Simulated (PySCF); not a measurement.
# C3H6SeSi: the cost of one run

Computed with PySCF 2.14.0 and routines of our own; the level stands in each step. Atoms count from 0.

### 1 The starting structure

11 atoms, charge 0, multiplicity 1; geometry from: GFN2-xTB.

### 2 Optimising the geometry at PBE0-D3(BJ)/def2-SVP

The job: settings as JSON, then the geometry in Å.

```
{"job": {"xc": "PBE0", "basis": "def2-SVP", "d3": "d3bj", "grid": 1, "maxiter": 30, "shake": 0.01, "kind": "geom"}, "charge": 0, "multiplicity": 1}
C      1.297150     0.080390    -2.316190
C      1.128620     0.509350    -1.199840
Si     0.885880     1.055430     0.547150
Se     0.187890    -0.708560     1.800570
C     -1.515680    -1.027800     0.817030
H      1.404880    -0.231140    -3.309570
H     -0.102570     2.108900     0.576240
H      2.195150     1.437730     1.151660
H     -2.005050    -1.870830     1.303160
H     -1.282460    -1.234580    -0.202710
H     -2.155700    -0.144720     0.916360
```

On the command line:

```console
$ OMP_NUM_THREADS=1 python heavy_run.py task.json out
```

This one command runs all jobs of the session in turn.

**Question.** How long does this first job take on 1 thread of Arm Neoverse V2, shared host, and how much memory does it need?

About 28 s, with a peak of 0.53 GiB.
